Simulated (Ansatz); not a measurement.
**CH3ISi (SMILES C=[SiH]I): single points off equilibrium**

An exercise on one series of results from a longer session: the logs are not shown, and one member is left open.

Program: Ansatz 0.2.0, Gaussian basis. Level of theory: single points in def2-TZVPP. These are calculated values, not measurements.

Correlated methods freeze the cores. Filled d shells of the heavier atoms are correlated. Core potentials replace the inner electrons past krypton, and spin-orbit coupling is left out. B3LYP uses VWN-RPA correlation.

## Where the work starts

SMILES `C=[SiH]I`, 6 atoms, charge 0, spin multiplicity 1.

Atoms are counted from 1 here; the program's logs count them from 0.

Bond lengths: C1–Si2 1.616 Å, C1–H4 0.955 Å, C1–H5 1.193 Å, Si2–I3 2.459 Å, Si2–H6 1.433 Å. Angles: Si2–C1–H4 130.3°, Si2–C1–H5 118.2°, H4–C1–H5 108.9°, C1–Si2–I3 120.1°, C1–Si2–H6 133.3°, I3–Si2–H6 106.5°.

Coordinates:

```mol
CH3ISi
  3D, bonds by distance, orders not assigned

  6  5  0  0  0  0  0  0  0  0999 V2000
   -0.3999    0.6035   -0.7672 C   0  0
    0.0783   -0.0261    0.6424 Si  0  0
    0.9634   -2.3181    0.7302 I   0  0
   -0.6243    1.5026   -0.9979 H   0  0
   -0.1551   -0.0016   -1.7662 H   0  0
    0.0349    0.4456    1.9950 H   0  0
  1  2  8  0
  1  4  8  0
  1  5  8  0
  2  3  8  0
  2  6  8  0
M  END
```

The first run:

Contents of run/in.yaml:

```yaml
crystal:
  periodic: [false, false, false]
  atoms:
    - {symbol: C, position_ang: [-0.399900, 0.603500, -0.767200]}
    - {symbol: Si, position_ang: [0.078300, -0.026100, 0.642400]}
    - {symbol: I, position_ang: [0.963400, -2.318100, 0.730200]}
    - {symbol: H, position_ang: [-0.624300, 1.502600, -0.997900]}
    - {symbol: H, position_ang: [-0.155100, -0.001600, -1.766200]}
    - {symbol: H, position_ang: [0.034900, 0.445600, 1.995000]}
basis:
  gaussian: {orbitals: def2-TZVPP}
correlation: {method: ccsd_t}
output: {forces: true}
```

No record of the launch command was kept for these runs.

Steps of the session up to this table: CCSD(T)/def2-TZVPP; PBE0-D4/def2-TZVPP; wB97M-V/def2-TZVPP; r2SCAN-D4/def2-TZVPP; PBE-D4/def2-TZVPP; B97M-V/def2-TZVPP; B3LYP-D4/def2-TZVPP.

One of the session's tables, all rows but one given; the rest of the session is left out.

```
   method  RMS force component (eV/Å)  angle to CCSD(T) forces (°)  dipole (D)
  CCSD(T)                       2.563                    reference        0.98
  PBE0-D4                       2.535                          4.3        0.97
  wB97M-V                       2.493                          4.9        1.07
r2SCAN-D4                       2.511                          3.4        0.94
   PBE-D4                       2.545                          3.6        0.86
   B97M-V                       2.471                          3.8        0.82
 B3LYP-D4                           ?                            ?           ?
```

**Question.** Estimate the row for B3LYP-D4.

As computed: RMS force component (eV/Å): 2.477; angle to CCSD(T) forces (°): 3.7; dipole (D): 0.98. In the column «RMS force component (eV/Å)» it lies between B97M-V (2.471) and wB97M-V (2.493).
